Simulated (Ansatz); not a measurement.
Task: a geometry optimisation of Cl2FH2NSi, SMILES N[Si](F)(Cl)Cl, with Ansatz 0.2.0, Python API. Give the script and its output. Settings: B3LYP, def2-SVP basis, multiplicity 1, D3BJ dispersion.

Input file `cl2fh2nsi.xyz`:
```text
7

N    -0.98870    0.12870    0.51460
Si    0.56810   -0.04330    0.02900
F     1.22270   -1.04750    1.04370
Cl    0.66090   -0.80110   -1.85790
Cl    1.54680    1.73410   -0.07060
H    -1.46770   -0.72960    0.52600
H    -1.48090    0.69070   -0.23060
```

`cl2fh2nsi.py`:
```python
import itertools

import ansatz as az
from ase.data import atomic_numbers, covalent_radii
import numpy as np

molecule = az.Crystal.molecule_from_extxyz("cl2fh2nsi.xyz")

calculation = (
    molecule.calculation()
    .basis(gaussian="def2-SVP")
    .functional("b3lyp", dispersion="d3bj")
)
symbols = [site.symbol for site in molecule.cartesian_sites]
start = np.array([site.position_ang for site in molecule.cartesian_sites], dtype=float)
def progress(event):
    if event["event"] == "relax_step":
        row = event["data"]
        print(f"step {row['step']:3d}  E = {row['lagrangian_ev']:.6f} eV  largest force component {row['allowed_force_max_ev_ang']:.4f} eV/A")


rep = calculation.relax(force_tolerance=0.005).session().plan().execute(on_event=progress).report
end = np.array(rep["positions_ang"])

print(f"E = {rep['free_energy_ev']:.6f} eV = {rep['free_energy_ev'] / 27.211386246:.7f} Ha")
print("converged:", rep["converged"], " doubts:", rep["published_state_doubts"] or "none")

radius = [covalent_radii[atomic_numbers[s]] for s in symbols]
span = lambda where, i, j: np.linalg.norm(where[i] - where[j])
bonded = [(i, j) for i, j in itertools.combinations(range(len(symbols)), 2) if min(span(start, i, j), span(end, i, j)) < 1.2 * (radius[i] + radius[j])]
print("pair        before    after (A)")
for i, j in bonded:
    print(f"{symbols[i]}{i}-{symbols[j]}{j}".ljust(10), f"{span(start, i, j):8.4f} {span(end, i, j):8.4f}")

charges = rep["charge_distribution"]
print("dipole moment", round(4.803205 * float(np.linalg.norm(charges["dipole_moment_e_ang"])), 3), "D")
print("Mulliken:", [(s, round(q, 3)) for s, q in zip(symbols, charges["mulliken_charges_e"])])
with open("cl2fh2nsi_opt.xyz", "w") as handle:
    handle.write(f"{len(symbols)}\nrelaxed Cl2FH2NSi\n")
    handle.writelines(f"{s:2s} {x:11.6f} {y:11.6f} {z:11.6f}\n" for s, (x, y, z) in zip(symbols, end))
```

Running `python cl2fh2nsi.py` prints:
```text
step   1  E = -37155.228432 eV  largest force component 2.6704 eV/A
step   2  E = -37155.485173 eV  largest force component 1.2470 eV/A
step   3  E = -37155.490131 eV  largest force component 1.6960 eV/A
step   4  E = -37155.571666 eV  largest force component 0.2750 eV/A
step   5  E = -37155.585512 eV  largest force component 0.3827 eV/A
step   6  E = -37155.588849 eV  largest force component 0.1101 eV/A
step   7  E = -37155.594387 eV  largest force component 0.1495 eV/A
step   8  E = -37155.594581 eV  largest force component 0.1364 eV/A
step   9  E = -37155.595228 eV  largest force component 0.3169 eV/A
step  10  E = -37155.596588 eV  largest force component 0.3808 eV/A
step  11  E = -37155.599398 eV  largest force component 0.1082 eV/A
step  12  E = -37155.601254 eV  largest force component 0.0559 eV/A
step  13  E = -37155.601620 eV  largest force component 0.1196 eV/A
step  14  E = -37155.605209 eV  largest force component 0.4468 eV/A
step  15  E = -37155.610421 eV  largest force component 0.2021 eV/A
step  16  E = -37155.612226 eV  largest force component 0.0173 eV/A
step  17  E = -37155.611897 eV  largest force component 0.1752 eV/A
step  18  E = -37155.612414 eV  largest force component 0.0265 eV/A
step  19  E = -37155.612668 eV  largest force component 0.0037 eV/A
step  20  E = -37155.612686 eV  largest force component 0.0171 eV/A
step  21  E = -37155.612696 eV  largest force component 0.0097 eV/A
step  22  E = -37155.612707 eV  largest force component 0.0013 eV/A
E = -37155.612928 eV = -1365.4435901 Ha
converged: True  doubts: none
pair        before    after (A)
N0-Si1       1.6398   1.6900
N0-H5        0.9830   1.0138
N0-H6        1.0552   1.0138
Si1-F2       1.5705   1.6173
Si1-Cl3      2.0355   2.0508
Si1-Cl4      2.0315   2.0508
dipole moment 2.788 D
Mulliken: [('N', -0.344), ('Si', 0.835), ('F', -0.31), ('Cl', -0.232), ('Cl', -0.232), ('H', 0.142), ('H', 0.142)]
```

File `cl2fh2nsi_opt.xyz` afterwards:
```text
7
relaxed Cl2FH2NSi
N    -1.069969    0.085106    0.191854
Si    0.589608   -0.076787   -0.083468
F     1.391606   -0.855384    1.085439
Cl    0.891798   -1.175060   -1.788828
Cl    1.444774    1.783741   -0.197170
H    -1.731147   -0.652416   -0.024282
H    -1.455471    0.822801    0.770655
```

What to keep in mind:
- Total energies depend on the basis set; only differences at equal settings carry meaning.
- The end point is the stationary point reached from this start; no frequency run checks that it is a minimum, and the basis set is modest.
- b3lyp holds the VWN-RPA fit, as in Gaussian; the form of ORCA and Turbomole is b3lyp5.
- Finished in 96 s on 1 thread of Arm Neoverse V1 (shared host), peak memory 0.27 GiB.
